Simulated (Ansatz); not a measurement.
Task: an atomisation energy of C3H4B, SMILES BC#C[CH2], with Ansatz 0.2.0, Python API. Give the script and its output. Settings (for the species named): CAM-B3LYP, def2-TZVP basis, multiplicity 2.

```xyz
8

B     1.9995    0.2256    0.4355
C     0.5247   -0.0380    0.1087
C    -0.6346   -0.2450   -0.1482
C    -2.0416   -0.4964   -0.4600
H     2.7254   -0.6792    0.6572
H     2.4202    1.3289    0.4148
H    -2.3181    0.0470   -1.3869
H    -2.6755   -0.1428    0.3790
```

Script `tae_c3h4b.py`:
```python
from collections import Counter
import logging
import sys

import ansatz

logging.basicConfig(stream=sys.stdout, format="%(name)s: %(message)s")
log = logging.getLogger("c3h4b")
log.setLevel(logging.INFO)

config = {
    "basis_set": "def2-TZVP",
    "xc": "cam_b3lyp",
}


def energy(molecule, charge=0, unpaired=0):
    calc = (
        molecule.calculation()
        .basis(gaussian=config["basis_set"])
        .functional(config["xc"])
    )
    if charge:
        calc = calc.charge(charge)
    if unpaired:
        calc = calc.spin("collinear", total=unpaired)
    return calc.run().report["free_energy_ev"]

geometry_ang = [
    ("B", (1.9995, 0.2256, 0.4355)),
    ("C", (0.5247, -0.038, 0.1087)),
    ("C", (-0.6346, -0.245, -0.1482)),
    ("C", (-2.0416, -0.4964, -0.46)),
    ("H", (2.7254, -0.6792, 0.6572)),
    ("H", (2.4202, 1.3289, 0.4148)),
    ("H", (-2.3181, 0.047, -1.3869)),
    ("H", (-2.6755, -0.1428, 0.379)),
]
mol = ansatz.Crystal.molecule()
for symbol, xyz in geometry_ang:
    mol = mol.atom(symbol, xyz)

unpaired = {"B": 1, "C": 2, "H": 1}
counts = Counter(site.symbol for site in mol.cartesian_sites)
atom_energy = {s: energy(ansatz.Crystal.molecule().atom(s, (0, 0, 0)), 0, unpaired[s]) for s in counts}
whole = energy(mol, 0, 1)
for s, e in atom_energy.items():
    log.info(f"{s:2s} x{counts[s]}  {e:14.5f} eV")
log.info(f"C3H4B: {whole:.5f} eV")
split = sum(counts[s] * e for s, e in atom_energy.items()) - whole
log.info(f"atomisation energy (no zero-point term): {split:.3f} eV, {split / sum(counts.values()):.3f} eV an atom")
```

Output of `python tae_c3h4b.py`:
```text
c3h4b: B  x1      -670.50693 eV
c3h4b: C  x3     -1029.59771 eV
c3h4b: H  x4       -13.57334 eV
c3h4b: C3H4B: -3847.50951 eV
c3h4b: atomisation energy (no zero-point term): 33.916 eV, 4.240 eV an atom
```

33.916 eV from the electronic energies, without the zero-point term.

What to keep in mind:
- Total energies depend on the basis set; only differences at equal settings carry meaning.
- The geometry is a force-field or estimated start, not a minimum of this method, and the basis set is short of its limit. All parts are taken at fixed geometry, without zero-point energy.
- The run takes the species as open-shell (spin multiplicity 2), which needn't be its ground state.
- It ran for 7.8 s on 1 thread of Arm Neoverse V1 (shared host), peak memory 0.38 GiB.
